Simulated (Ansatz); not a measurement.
# CdAg: the crystal squeezed far

The task here is to estimate one member of a computed series from the others.

Computed with Ansatz 0.2.0 (DFT, r2SCAN, PAW with Ansatz's default frozen-core files, scalar-relativistic, unless a step's input says otherwise).

### Starting point

Symmetry: R-3m, No. 166, trigonal system. Conventional cell: a = 3.021 Å, b = 3.021 Å, c = 14.350 Å, α = 90.00°, β = 90.00°, γ = 120.00°. Cd (site symmetry -3m) is surrounded by 6 Ag at 2.96 Å and 6 Cd at 3.02 Å. Ag (site symmetry -3m) has 6 Cd at 2.96 Å and 6 Ag at 3.02 Å as nearest neighbours.

Coordinates:

```cif
data_structure
_symmetry_space_group_name_H-M 'R-3m:H'
_symmetry_Int_Tables_number 166
_cell_length_a 3.0214
_cell_length_b 3.0214
_cell_length_c 14.3502
_cell_angle_alpha 90.000
_cell_angle_beta 90.000
_cell_angle_gamma 120.000
_cell_volume 113.45
loop_
_atom_site_label
_atom_site_type_symbol
_atom_site_symmetry_multiplicity
_atom_site_Wyckoff_symbol
_atom_site_fract_x
_atom_site_fract_y
_atom_site_fract_z
_atom_site_occupancy
Cd1 Cd 3 b 0.66667 0.33333 0.83333 1
Ag1 Ag 3 a 0.00000 0.00000 0.00000 1
```

The file gives the conventional cell by its symmetry; the runs use the cell typed in the input.

Whether this phase is the stable one at these pressures isn't tested.

Atoms are numbered in the order of the input: Cd1, Ag2.

The first run:

The input, input.yaml:

```yaml
crystal:
  lattice:
    - [1.5107047226, 0.8722057783, 4.7833891744]
    - [-1.5107047226, 0.8722057783, 4.7833891744]
    - [0.0, -1.7444115566, 4.7833891744]
  atoms:
    - { symbol: Cd, position: [0.5, 0.5, 0.5] }
    - { symbol: Ag, position: [0.0, 0.0, 0.0] }
kpoints:
  mp_grid: { grid: [14, 14, 14] }
  band_path:
    path:
      - [0.0, 0.0, 0.0]
      - [0.5, 0.5, 0.5]
      - [0.811167951, 0.188832049, 0.5]
      - [0.5, -0.188832049, 0.188832049]
      - [0.5, 0.0, 0.0]
      - [0.0, 0.0, 0.0]
      - [0.3444160245, -0.3444160245, 0.0]
      - [0.6555839755, 0.0, 0.3444160245]
      - [0.5, 0.0, 0.5]
    npoints: 6
scf:
  occupations: { method: fermi_dirac, width: 0.05 }
hamiltonian:
  xc: r2scan
  pseudopotentials: { kind: paw }
output:
  forces: true
  stress: true
  eigenvalues: true
  efg: { contact_densities: true }
  populations: true
```

Launch:

```bash
$ ansatz run input.yaml --threads 1 --pin off --max-ram 2048MiB --backend cpu --events-out ev --progress --plain --runs-dir out
```

Among the steps run: Volume scaled by 1, PAW; Volume scaled by 0.75, PAW; Volume scaled by 0.7, PAW; Volume scaled by 0.45, PAW.

One of the session's tables, all rows but one given; the rest of the session is left out.

| method | volume over the first | volume (Å³/atom) | pressure (GPa) |
| --- | --- | --- | --- |
| PAW | 1 | 18.908 | -0.41 |
| PAW | 0.75 | 14.181 | 52.24 |
| PAW | 0.7 | ? | ? |
| PAW | 0.45 | 8.509 | 581.08 |

**Question.** Estimate the row for PAW, 0.7.

The run gave: volume (Å³/atom): 13.236; pressure (GPa): 78.64. In the column «volume (Å³/atom)» it lies between PAW, 0.45 (8.509) and PAW, 0.75 (14.181).

Limits of these values: Warnings in the runs' records: gradients without spin orbit.
